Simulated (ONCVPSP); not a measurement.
**Nickel: generating and testing an ONCV potential**

Aim: build the potential from the settings below, then test how well it stands in for the atom: other configurations, scattering, ghost states and the plane-wave cutoff that it needs.

The numbers are computed with ONCVPSP 4.0.1.1 (patched build) (PBEsol, scalar-relativistic, spin-unpolarised reference atom).

### Step 1. Starting point

The settings as typed:

```
element                 : nickel (Ni, Z = 28)
type                    : optimised norm-conserving Vanderbilt (ONCV)
frozen core             : [Ne]
valence charge          : 18
reference configuration : 3s2 3p6 3d8 4s1.5 (charge +0.5)
partial waves           : 3s+4s: rc 1.40 bohr, ncon 4, nbas 7, qcut 7.6 1/bohr, 2 projectors; 3p: rc 0.95 bohr, ncon 4, nbas 9, qcut 18.2 1/bohr, 2 projectors, debl 0.8 Ha; 3d: rc 1.40 bohr, ncon 4, nbas 9, qcut 13.3 1/bohr, 2 projectors, debl 3.8 Ha
local potential         : polynomial inside 0.70 bohr (lpopt 4, dvloc0 6 Ha)
core correction         : Teter function, fcfact 4, rcfact 1.4
```

An earlier all-electron run gives the scale for the radii.

All-electron outer shells of the reference configuration (PBEsol, scalar-relativistic, ld1.x):

| shell | level (eV) | outermost node (bohr) | outermost maximum (bohr) |
| --- | --- | --- | --- |
| 2p | -848.46 | – | 0.16 |
| 3s | -115.13 | 0.30 | 0.64 |
| 3p | -75.62 | 0.27 | 0.65 |
| 3d | -13.23 | – | 0.63 |
| 4s | -9.30 | 0.92 | 2.18 |
| 4p | -4.19 | 1.00 | 2.84 |

### Step 2. The generation run

Ni.dat reads:

```
# ATOM AND REFERENCE CONFIGURATION
# atsym  z   nc   nv     iexc    psfile
  Ni 28.00    3    4  -116133      upf
#
#   n    l    f
    1    0    2.00
    2    0    2.00
    2    1    6.00
    3    0    2.00
    3    1    6.00
    3    2    8.00
    4    0    1.50
#
# PSEUDOPOTENTIAL AND OPTIMIZATION
# lmax
    2
#
#   l,   rc,      ep,       ncon, nbas, qcut
    0    1.40    0.00    4    7    7.60
    1    0.95    0.00    4    9   18.20
    2    1.40    0.00    4    9   13.30
#
# LOCAL POTENTIAL
# lloc, lpopt,  rc(5),   dvloc0
    4    4    0.70    6.00
#
# VANDERBILT-KLEINMAN-BYLANDER PROJECTORs
# l, nproj, debl
    0    2    3.70
    1    2    0.80
    2    2    3.80
#
# MODEL CORE CHARGE
# icmod, fcfact, rcfact
    3    4.00    1.40
#
# LOG DERIVATIVE ANALYSIS
# epsh1, epsh2, depsh
   -6.00    5.00    0.04
#
# OUTPUT GRID
# rlmax, drl
    6.00    0.01
#
# TEST CONFIGURATIONS
# ncnf
    4
# nvcnf
#   n    l    f
    4
    3    0    2.00
    3    1    6.00
    3    2    8.00
    4    0    2.00
#
    4
    3    0    2.00
    3    1    6.00
    3    2    8.00
    4    0    1.00
#
    4
    3    0    2.00
    3    1    6.00
    3    2    8.00
    4    0    0.00
#
    5
    3    0    2.00
    3    1    6.00
    3    2    8.00
    4    0    0.00
    4    1    1.00
#
```

Started as:

```
oncvpsp.x < Ni.dat > Ni.out
```

Q: Predict the outcome of this session. Wanted: cutoffs for 1 and 0.1 mHa per electron, occupied waves; bound ghosts; GHOST(+) flags; largest test error; largest phase difference near zero energy, channels read; rms error of d²Exc/dn², without and with the model core; projector energies reset by the program.

As calculated:

| quantity | value |
| --- | --- |
| cutoffs for 1 and 0.1 mHa per electron, occupied waves | 76 Ha and 99 Ha |
| bound ghosts | none found |
| GHOST(+) flags | none at low energy |
| largest test error (AE − PS) | -0.8 meV, for 3s2 3p6 3d8 4s0 4p1 |
| largest phase difference near zero energy, channels read | 0.000 rad |
| rms error of d²Exc/dn², without and with the model core | 3.57 and 1.24 mHa |
| projector energies reset by the program | p: -2.779, 0.250 Ha |

In words: By total energies transferability is very good: the largest error is 0.8 meV on 11.3 eV, for 3s2 3p6 3d8 4s0 4p1. The potential is very hard: the looser tolerance needs 76 Ha. At the looser tolerance the 3p wave is the slowest; 3d needs 61 Ha. No bound ghost shows below the valence levels. Near zero energy the phases of the channels with partial waves agree within 0.001 rad. All of this concerns the isolated atom, not yet a solid.
